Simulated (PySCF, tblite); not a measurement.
# C5H10GaN: geometry, infrared bands and NMR shifts

Aim: predict the infrared bands and NMR shifts of C5H10GaN (`[CH3][Ga]1[CH2]C=CC[NH]1`).

Computed with tblite 0.8.0 and PySCF 2.14.0, with density-fitted response routines of our own, on a single molecule in the gas phase. Atoms count from 0, in the outputs and in this text.

### Step 1. The starting structure

17 atoms, charge 0, multiplicity 1; geometry from: force field or distance geometry start.

Bonds of the start (Å): C0–Ga1 1.83, Ga1–C2 1.93, C2–C3 1.50, C3–C4 1.32, C4–C5 1.50, C5–N6 1.46, N6–Ga1 2.12, C0–H7 1.13, C0–H8 1.11, C0–H9 1.10, C2–H10 1.12, C2–H11 1.11, C3–H12 1.11, C4–H13 1.08, C5–H14 1.12, C5–H15 1.13, N6–H16 1.05.

### Step 2. Geometry optimisation with GFN2-xTB

The job: settings as JSON, then the geometry in Å.

```
{"job": {"kind": "relax", "xc": "GFN2-xTB", "basis": "xTB"}, "charge": 0, "multiplicity": 1}
C      2.714900    -0.182600     0.237200
Ga     0.935700    -0.203400    -0.191200
C     -0.443800    -1.397700    -0.807900
C     -1.499400    -0.987400     0.173700
C     -1.820500     0.273600     0.420100
C     -1.118500     1.349300    -0.347600
N      0.109100     1.662300     0.374000
H      2.825300     0.501900     1.125800
H      3.139200     0.396300    -0.615100
H      3.413200    -1.012900     0.425100
H     -0.946900    -1.592300    -1.785500
H      0.042000    -2.353000    -0.535700
H     -2.031000    -1.762600     0.756000
H     -2.576100     0.556000     1.133600
H     -0.890900     1.004300    -1.385600
H     -1.775400     2.267700    -0.375200
H     -0.083800     1.492500     1.388300
```

On the command line:

```sh
OMP_NUM_THREADS=1 python probes_run.py task.json out
```

The driver reads the jobs from task.json and runs them one after another.

**Question.** This job is followed by: GFN2-xTB harmonic vibrations, gas phase; GIAO PBE0/pcSseg-1 NMR shielding, non-relativistic, gas phase. Predict these results of the whole session: strongest single infrared mode (GFN2-xTB); zero-point energy (GFN2-xTB); 13C shifts against TMS (PBE0/pcSseg-1); 1H shifts against TMS (PBE0/pcSseg-1, means over atoms taken as alike); 15N shifts against NH3 (PBE0/pcSseg-1); shieldings of Ga (PBE0/pcSseg-1); surface potential, 1st and 99th percentile.

**Answer**, as computed:

| quantity | value |
| --- | --- |
| strongest single infrared mode (GFN2-xTB) | 646 cm⁻¹, 121 km/mol |
| zero-point energy (GFN2-xTB) | 83.6 kcal/mol |
| 13C shifts against TMS (PBE0/pcSseg-1) | 137.7, 136.9, 51.2, 20.6, -4.2 ppm |
| 1H shifts against TMS (PBE0/pcSseg-1, means over atoms taken as alike) | 6.47, 6.11, 4.24, 3.03, 1.88, 0.39 ppm |
| 15N shifts against NH3 (PBE0/pcSseg-1) | 96.9 ppm |
| shieldings of Ga (PBE0/pcSseg-1) | Ga1 1281.6 ppm |
| surface potential, 1st and 99th percentile | -1.06 V and 1.44 V |

**Reading.** The optimisation took 152 steps and gained 1.529 eV; among the close pairs (by a distance rule), Ga1–N6 changed most, from 2.117 to 1.834 Å. No mode is imaginary among the 45: a minimum at this level. The strongest single mode, at 646 cm⁻¹, is carried by H9, H7, C0. Unscaled tight-binding wavenumbers are off by several per cent, some by more. Its intensities can rank the bands wrongly. Spin-orbit coupling is left out, which matters for shieldings and couplings at and beside the heavy atoms.
